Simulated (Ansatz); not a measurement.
# H2SeO: single points off equilibrium

Aim: energy, forces and dipole at a structure displaced at random from a GFN2-xTB minimum, from CCSD(T) and from density functionals.

The runs use Ansatz 0.2.0, Gaussian basis; single points in def2-TZVPP.

Correlated methods freeze the cores. Filled d shells of the heavier atoms are correlated.

### 1 The starting structure

4 atoms, charge 0, spin multiplicity 1.

Atoms are counted from 1 here; the program's logs count them from 0.

Bond lengths: O1–Se2 1.853 Å, O1–H3 0.997 Å, Se2–H4 1.526 Å. Angles: Se2–O1–H3 105.6°, O1–Se2–H4 98.8°.

Coordinates:

```mol
H2OSe
  3D, bonds by distance, orders not assigned

  4  3  0  0  0  0  0  0  0  0999 V2000
   -0.1537   -0.5808    0.8197 O   0  0
    0.6384    0.9091    0.0540 Se  0  0
    0.3373   -1.3658    0.4496 H   0  0
   -0.2017    0.9937   -1.2169 H   0  0
  1  2  8  0
  1  3  8  0
  2  4  8  0
M  END
```

### 2 CCSD(T)/def2-TZVPP

run/in.yaml

```yaml
crystal:
  periodic: [false, false, false]
  atoms:
    - {symbol: O, position_ang: [-0.153700, -0.580800, 0.819700]}
    - {symbol: Se, position_ang: [0.638400, 0.909100, 0.054000]}
    - {symbol: H, position_ang: [0.337300, -1.365800, 0.449600]}
    - {symbol: H, position_ang: [-0.201700, 0.993700, -1.216900]}
basis:
  gaussian: {orbitals: def2-TZVPP}
correlation: {method: ccsd_t}
output: {forces: true}
```

No record of the launch command was kept for these runs.

### 3 PBE0-D4/def2-TZVPP

Edit run/in.yaml of step 2 so:

```diff
@@ -9,3 +9,3 @@
   gaussian: {orbitals: def2-TZVPP}
-correlation: {method: ccsd_t}
-output: {forces: true}
+hamiltonian: {xc: pbe0, dispersion: d4}
+output: {forces: true, orbitals: {seedname: orbitals}}
```

### 4 wB97M-V/def2-TZVPP

Edit run/in.yaml of step 3 so:

```diff
@@ -9,3 +9,3 @@
   gaussian: {orbitals: def2-TZVPP}
-hamiltonian: {xc: pbe0, dispersion: d4}
-output: {forces: true, orbitals: {seedname: orbitals}}
+hamiltonian: {xc: {name: wB97M-V}}
+output: {forces: true}
```

### 5 r2SCAN-D4/def2-TZVPP

Edit run/in.yaml of step 4 so:

```diff
@@ -9,3 +9,3 @@
   gaussian: {orbitals: def2-TZVPP}
-hamiltonian: {xc: {name: wB97M-V}}
+hamiltonian: {xc: r2scan, dispersion: d4}
 output: {forces: true}
```

### 6 PBE-D4/def2-TZVPP

Edit run/in.yaml of step 5 so:

```diff
@@ -9,3 +9,3 @@
   gaussian: {orbitals: def2-TZVPP}
-hamiltonian: {xc: r2scan, dispersion: d4}
+hamiltonian: {xc: pbe, dispersion: d4}
 output: {forces: true}
```

### 7 r2SCANh-D4/def2-TZVPP

Edit run/in.yaml of step 6 so:

```diff
@@ -9,3 +9,3 @@
   gaussian: {orbitals: def2-TZVPP}
-hamiltonian: {xc: pbe, dispersion: d4}
+hamiltonian: {xc: {name: r2SCANh}, dispersion: d4}
 output: {forces: true}
```

### 8 BHLYP-D4/def2-TZVPP

Edit run/in.yaml of step 7 so:

```diff
@@ -9,3 +9,3 @@
   gaussian: {orbitals: def2-TZVPP}
-hamiltonian: {xc: {name: r2SCANh}, dispersion: d4}
+hamiltonian: {xc: {name: BHLYP}, dispersion: d4}
 output: {forces: true}
```

(Steps that only read results are left out.)

**Question.** What will these runs give? Wanted: energy less free atoms, CCSD(T)/def2-TZVPP; RMS force component; RMS force error; HOMO and LUMO, PBE0-D4; T1 diagnostic.

**Answer**, as computed:

| quantity | value |
| --- | --- |
| energy less free atoms, CCSD(T)/def2-TZVPP | -1019.1 kJ/mol |
| RMS force component | 0.473 to 1.061 eV/Å over the methods |
| RMS force error | PBE0-D4 0.118, wB97M-V 0.101, r2SCAN-D4 0.071, PBE-D4 0.301, r2SCANh-D4 0.077, BHLYP-D4 0.329 eV/Å |
| HOMO and LUMO, PBE0-D4 | -6.95 and -1.50 eV |
| T1 diagnostic | 0.011 |

Against CCSD(T) the functionals' energies less atoms differ by -73.8 to +46.8 kJ/mol, PBE-D4 by -73.8 kJ/mol. A larger basis would deepen the CCSD(T) value, while the functionals are nearly converged already, so the order here is not reliable. For forces r2SCAN-D4 does best and BHLYP-D4 worst. Frozen-core CCSD(T) forces in triple zeta carry basis errors of their own, and this is one geometry, so small gaps rank nothing.
